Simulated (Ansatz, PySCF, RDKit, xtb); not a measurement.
**Solving Si3H8S, step by step**

Task: start from the formula Si3H8S, draw up candidate structures, narrow them down in stages, and characterise the one that lies lowest at 298.15 K.

Plan: many cheap relaxations first (GFN2-xTB), then density-functional screening, relaxation at r2SCAN-D4/def2-SVP, vibrations and a final energy. The numbers are computed, not measured.

8 further runs of the same task are left out: 1 for a known fault of the program, 7 set aside as unsound or not needed.

### 1 Drawing up candidates

All bonding patterns within simple valence rules are listed by program: one Lewis structure each, at most two rings and one unusual centre or charged pair. O–O, O–halogen and N–halogen bonds and N–N–N chains are not drawn. That gives 13 candidates.

```csv
label,SMILES,spin
c030,[SiH]#[SH]([SiH3])[SiH3],singlet
c054,[SiH3][SiH2][SiH2]S,singlet
c128,[SiH3][SiH2][SiH-][SH2+],singlet
c174,[SiH3]/[SiH]=[SH]\[SiH3],singlet
c248,[SiH2]=S([SiH3])[SiH3],singlet
c285,[SiH3][SiH]([SiH3])S,singlet
c315,[SiH2]=[Si@H-]([SiH3])[SH2+],singlet
c318,[SiH3]/[SiH]=[SH]/[SiH3],singlet
c429,[SiH2]=[SH][SiH2][SiH3],singlet
c502,[SiH3][Si-]([SiH3])[SH2+],singlet
c629,[SiH3][SH]1[SiH2][SiH2]1,singlet
c706,[SiH3][SiH2]S[SiH3],singlet
c976,[SiH2]=[SH](=[SiH2])[SiH3],singlet
```

Candidates are built by distance geometry, with a force field where one applies, in up to four conformers (letters a to d). 9 starts with atoms placed at random are added, to find patterns that the rules miss.

Q: Predict the outcome of this search (final energies at CCSD(T)/def2-SVP + MP2/def2-TZVPP - MP2/def2-SVP).

| quantity | value |
| --- | --- |
| lowest structure found | [SiH3][SiH2]S[SiH3], singlet, C1 |
| next finalist | [SiH3][SiH2][SiH2]S, singlet, 12.1 kcal/mol higher in G |
| share at equilibrium, among the finalists | 100.0 % |
| harmonic wavenumbers, lowest and highest (r2SCAN-D4/def2-SVP) | 46 and 2252 cm⁻¹ |
| rotational constants, same geometry | 0.1308, 0.04246, 0.03745 cm⁻¹ |
| dipole moment (PBE0/def2-TZVPD) | 0.96 D |
| HOMO energy (PBE0/def2-TZVPD) | -7.28 eV |
| LUMO energy (PBE0/def2-TZVPD) | -0.71 eV |
| HOMO–LUMO gap (PBE0/def2-TZVPD) | 6.57 eV |
| lowest excitation (TD-B3LYP/def2-SVPD) | 5.25 eV (f = 0.025) |
| strongest of the states computed, same level | 6.24 eV (f = 0.066) |
| lowest triplet excitation, same level, Tamm-Dancoff | 4.87 eV |
| vertical ionisation energy | 9.04 eV |
| vertical electron affinity | -0.58 eV (unbound: the value depends on the basis) |
| vertical triplet less singlet | +4.91 eV |

`[SiH3][SiH2]S[SiH3]` comes out lowest. Among the finalists first place is clear (12.1 kcal/mol); structures outside the list aren't covered. GFN2-xTB, HF/STO-3G, r2SCAN-D4/def2-SVP, r2SCAN-D4/def2-SVP, relaxed, HF/def2-SVP and MP2/def2-SVP already put its bonding pattern lowest among the structures in one piece. The search is not exhaustive (a finite list of starts, one conformer a finalist), so a lower isomer can't be ruled out. Patterns outside the rules of the enumeration were met only by chance. The lowest isomer need not be the one that is made and kept in a bottle, which depends on barriers.
